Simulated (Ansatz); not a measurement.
# SiCl4 (SMILES Cl[Si](Cl)(Cl)Cl) at B3LYP/6-31G(d) (Cartesian functions)

Aim: the energy change on altering one bond length of SiCl4 at B3LYP/6-31G* (Cartesian functions), from 2 runs. 

The results are computed with Ansatz 0.2.0.

43 further runs of the same task are left out: 3 that didn't finish, 40 set aside as unsound or not needed.

## (1) The system as given

The species is SiCl4 (5 atoms), meant as a singlet with charge 0. As SMILES, `Cl[Si](Cl)(Cl)Cl`. The shape is that of a PBE0-D4/def2-TZVP optimisation.

Bond lengths: Cl1–Si2 2.021 Å, Si2–Cl3 2.022 Å, Si2–Cl4 2.022 Å, Si2–Cl5 2.021 Å. Angles: Cl1–Si2–Cl3 109.5°, Cl1–Si2–Cl4 109.5°, Cl1–Si2–Cl5 109.5°, Cl3–Si2–Cl4 109.5°, Cl3–Si2–Cl5 109.5°, Cl4–Si2–Cl5 109.5°.

## (2) A single-point energy at B3LYP/6-31G(d) (Cartesian functions)

in.yaml reads:

```yaml
crystal:
  periodic: [false, false, false]
  atoms:
    - symbol: Cl
      position_ang: [-0.962600, -0.087600, 1.762300]
    - symbol: Si
      position_ang: [0.010000, -0.014700, -0.008300]
    - symbol: Cl
      position_ang: [1.655400, -1.185900, 0.078100]
    - symbol: Cl
      position_ang: [-1.212100, -0.676900, -1.476100]
    - symbol: Cl
      position_ang: [0.559300, 1.891400, -0.397500]
basis:
  gaussian:
    orbitals: "6-31G*"
output: {orbitals: {seedname: orbitals}}
hamiltonian:
  xc: {name: B3LYP}
accuracy: high
```

On the command line:

```sh
$ ansatz run in.yaml --threads 1 --pin off --max-ram 3480MiB --events-out events.jsonl --progress --plain --runs-dir runs
```

Standard output:

```text
Warning: RAYON_NUM_THREADS=1 ignored (pool sized by the plan → 1); use --threads N
Functional definition: B3LYP
  name "B3LYP"
  parameter a0 = 0.2
  parameter ax = 0.72
  parameter ac = 0.81
  exchange = (1 - a0 - ax)*slater_x + ax*b88_x + a0*exact_x
  correlation = (1 - ac)*vwn_rpa_c + ac*lyp_c
1878 factors; integrals over basis functions are off by at most 6.7e-9 eV
mean field evaluation 1: about -57972.1115 eV, gradient 1.9e1 eV
mean field evaluation 2: about -57971.8852 eV, gradient 2.1e1 eV
mean field evaluation 4: about -57973.0212 eV, gradient 2.8e-1 eV
mean field evaluation 8: about -57973.0893 eV, gradient 5.6e-3 eV
mean field evaluation 16: about -57973.0893 eV, gradient 6.2e-7 eV
mean field -57973.08927688 eV, -2130.4717353540 hartree, gradient 3.6e-8 eV, S^2 0.000000; 0 other end points of the search recorded, 0 dependent functions left out
reference -57973.08931645 eV, -2130.4717368082 hartree; 41, 41 occupied and 54, 54 virtual orbitals, 1878 factors
Total energy: -57973.08931645 eV, -2130.4717368082 hartree
```

Run time: 6 s. Hardware: 1 thread of Intel Xeon 6975P-C (Granite Rapids), shared host; peak memory 0.39 GiB.

## (3) The distorted shape

run.yaml reads:

```yaml
crystal:
  periodic: [false, false, false]
  atoms:
    - {symbol: Cl, position_ang: [-1.621766, -2.374939, 2.229344]}
    - {symbol: Si, position_ang: [-0.649166, -2.302039, 0.458744]}
    - {symbol: Cl, position_ang: [0.996234, -3.473239, 0.545144]}
    - {symbol: Cl, position_ang: [-1.871266, -2.964239, -1.009056]}
    - {symbol: Cl, position_ang: [0.559300, 1.891400, -0.397500]}
basis:
  gaussian: {orbitals: "6-31G*"}
total_charge: 0
hamiltonian: {xc: {name: B3LYP}}
accuracy: high
output: {orbitals: {seedname: orbitals}}
```

On the command line:

```sh
$ ansatz run run.yaml --threads 1 --pin off --max-ram 3480MiB --events-out events.jsonl --progress --plain --runs-dir runs
```

Standard output:

```text
Warning: RAYON_NUM_THREADS=1 ignored (pool sized by the plan → 1); use --threads N
[... 7 set-up lines as earlier in the session ...]
1786 factors; integrals over basis functions are off by at most 4.5e-9 eV
mean field evaluation 1: about -57963.2226 eV, gradient 3.0e1 eV
mean field evaluation 2: about -57729.8682 eV, gradient 1.3e2 eV
mean field evaluation 4: about -57952.8488 eV, gradient 4.0e1 eV
mean field evaluation 8: about -57968.2952 eV, gradient 2.6e0 eV
mean field evaluation 16: about -57968.3800 eV, gradient 4.3e-3 eV
mean field evaluation 32: about -57968.3800 eV, gradient 7.8e-8 eV
mean field -57968.38003405 eV, -2130.2986738721 hartree, gradient 7.8e-8 eV, S^2 0.000000; 2 other end points of the search recorded, 0 dependent functions left out
reference -57968.38008090 eV, -2130.2986755940 hartree; 41, 41 occupied and 54, 54 virtual orbitals, 1786 factors
Total energy: -57968.38008090 eV, -2130.2986755940 hartree
```

Wall time 6.9 s (1 thread of Intel Xeon 6975P-C (Granite Rapids), shared host); peak memory 0.36 GiB.

## (4) What came out

Level: B3LYP/6-31G* (Cartesian functions).

| quantity | value |
| --- | --- |
| first shape: total energy | -2130.47174 Eh |
| first shape: HOMO energy | -9.32 eV |
| first shape: LUMO energy | -0.97 eV |
| first shape: HOMO–LUMO gap | 8.35 eV |
| distorted shape: total energy | -2130.29868 Eh |
| distorted shape: HOMO energy | -7.15 eV |
| distorted shape: LUMO energy | -6.16 eV |
| distorted shape: HOMO–LUMO gap | 0.98 eV |
| energy change with the Si2–Cl5 bond stretched from 2.021 to 4.447 Å | 4.709 eV |

**Reading.** One bond (distorted shape) is far stretched, which a spin-restricted single reference describes badly; a broken-symmetry solution may lie lower. With the Si2–Cl5 bond stretched from 2.021 to 4.447 Å the energy rises by 4.71 eV (109 kcal/mol). The first shape isn't relaxed at this level, so the change isn't measured from a minimum. A restricted reference can't describe the breaking bond well at this length.
